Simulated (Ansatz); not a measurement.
**A Si vacancy and O started in the widest void in zincblende SiC, 16 atoms, charge 0**

Wanted: the effect of changed settings on energy, forces, pressure and convergence.

Method: density functional theory in Ansatz 0.2.0, PAW datasets, plane waves.

**1. The system as built**

16 atoms (7 Si, 8 C, 1 O); a = 8.714 Å, b = 4.357 Å, c = 4.357 Å, α = 90.00°, β = 90.00°, γ = 90.00°. All atoms were shaken off their sites by about 0.07 Å along each axis. Defect site 1: (0.500, 0.500, 0.500). Defect site 2: (0.375, 0.750, 0.750).

**2. PBEsol single point**

File in.yaml:

```yaml
crystal:
  lattice:
    - [8.713706, 0.000000, 0.000000]
    - [0.000000, 4.356853, 0.000000]
    - [0.000000, 0.000000, 4.356853]
  atoms:
    - { symbol: Si, position: [0.986654, 0.024875, 0.005198] }
    - { symbol: Si, position: [0.492482, 0.970212, 0.997875] }
    - { symbol: Si, position: [0.255819, 0.492044, 0.007825] }
    - { symbol: Si, position: [0.755932, 0.514161, 0.011442] }
    - { symbol: Si, position: [0.245821, 0.994183, 0.535358] }
    - { symbol: Si, position: [0.755352, 0.005631, 0.499776] }
    - { symbol: Si, position: [0.003952, 0.502461, 0.507446] }
    - { symbol: C, position: [0.140505, 0.273511, 0.245774] }
    - { symbol: C, position: [0.607655, 0.240815, 0.216887] }
    - { symbol: C, position: [0.385246, 0.786526, 0.247233] }
    - { symbol: C, position: [0.883002, 0.748209, 0.269224] }
    - { symbol: C, position: [0.375210, 0.244118, 0.775677] }
    - { symbol: C, position: [0.864348, 0.224152, 0.772816] }
    - { symbol: C, position: [0.110350, 0.754954, 0.760632] }
    - { symbol: C, position: [0.620993, 0.757857, 0.741824] }
    - { symbol: O, position: [0.376042, 0.735973, 0.733308] }
kpoints:
  mp_grid: { grid: [2, 2, 2], shift: [0.5, 0.5, 0.5] }
hamiltonian:
  xc: pbesol
scf:
  occupations: { method: fermi_dirac, width: 0.01 }
output:
  forces: true
  eigenvalues: true
  stress: true
  populations: true
```

Started as:

```console
$ ansatz run in.yaml --threads 8 --pin off --max-ram 13300MiB --runs-dir r --events-out ev --progress --plain
```

**3. Variant: density threshold 0.0001 eV, density cutoff ratio 2**

Edit in.yaml of step 2 so:

```diff
@@ -24,2 +24,3 @@
   mp_grid: { grid: [2, 2, 2], shift: [0.5, 0.5, 0.5] }
+basis: { ecutrho_ratio: 2 }
 hamiltonian:
@@ -28,2 +29,4 @@
   occupations: { method: fermi_dirac, width: 0.01 }
+  max_iter: 100
+  convergence: { dr2_threshold: 1e-04 }
 output:
@@ -32,2 +35,5 @@
   stress: true
-  populations: true
+  write_density: true
+  write_potential: true
+  elf: true
+  volumetric_format: npy
```

**4. Run again with functional LDA**

Edit in.yaml of step 3 so:

```diff
@@ -24,9 +24,7 @@
   mp_grid: { grid: [2, 2, 2], shift: [0.5, 0.5, 0.5] }
-basis: { ecutrho_ratio: 2 }
 hamiltonian:
-  xc: pbesol
+  xc: lda
 scf:
   occupations: { method: fermi_dirac, width: 0.01 }
-  max_iter: 100
-  convergence: { dr2_threshold: 1e-04 }
+  max_iter: 90
 output:
@@ -35,5 +33 @@
   stress: true
-  write_density: true
-  write_potential: true
-  elf: true
-  volumetric_format: npy
```

**5. Changed settings: xc grid 1**

Edit in.yaml of step 4 so:

```diff
@@ -24,7 +24,8 @@
   mp_grid: { grid: [2, 2, 2], shift: [0.5, 0.5, 0.5] }
+basis: { xc_grid: 1 }
 hamiltonian:
-  xc: lda
+  xc: pbesol
 scf:
   occupations: { method: fermi_dirac, width: 0.01 }
-  max_iter: 90
+  max_iter: 60
 output:
```

**6. Run again with density cutoff ratio 2, mixing beta 0.01, charge changed by 2**

Edit in.yaml of step 5 so:

```diff
@@ -24,8 +24,10 @@
   mp_grid: { grid: [2, 2, 2], shift: [0.5, 0.5, 0.5] }
-basis: { xc_grid: 1 }
+basis: { ecutrho_ratio: 2 }
 hamiltonian:
   xc: pbesol
+total_charge: 2
 scf:
   occupations: { method: fermi_dirac, width: 0.01 }
-  max_iter: 60
+  max_iter: 90
+  mixing: { beta: 0.01 }
 output:
```

**7. Changed settings: occupations fixed**

Edit in.yaml of step 6 so:

```diff
@@ -24,10 +24,7 @@
   mp_grid: { grid: [2, 2, 2], shift: [0.5, 0.5, 0.5] }
-basis: { ecutrho_ratio: 2 }
 hamiltonian:
   xc: pbesol
-total_charge: 2
 scf:
-  occupations: { method: fermi_dirac, width: 0.01 }
-  max_iter: 90
-  mixing: { beta: 0.01 }
+  occupations: { method: fixed }
+  max_iter: 70
 output:
```

Before running it: what results should come out? Wanted: for each run, settings; status; energy from base; forces from base.

**Answer**, as computed:

| settings | status | cycles | time | energy from base (meV/atom) | forces from base (eV/Å rms) | filled to empty level on the mesh (eV) |
| --- | --- | --- | --- | --- | --- | --- |
| base | converged | 8 | 0.5 s (8 CPU threads) | 0 | 0 | 0.20 |
| density threshold 0.0001 eV, density cutoff ratio 2 | converged, settings too loose | 6 | 0.5 s (8 CPU threads) | -1.0 | 0.001 | 0.20 |
| functional LDA | converged | 8 | 0.4 s (8 CPU threads) | - | 0.076 | 0.18 |
| xc grid 1 | converged | 8 | 0.4 s (8 CPU threads) | 0.0 | 0.000 | 0.20 |
| density cutoff ratio 2, mixing beta 0.01, charge changed by 2 | converged, settings too loose | 15 | 0.5 s (8 CPU threads) | - | 0.431 | 0.07 |
| occupations fixed | converged | 11 | 0.5 s (8 CPU threads) | 0.0 | 0.000 | 0.20 |

**What this shows.** Among these variants the forces move most with density cutoff ratio 2, mixing beta 0.01, charge changed by 2 (0.431 eV/Å rms).
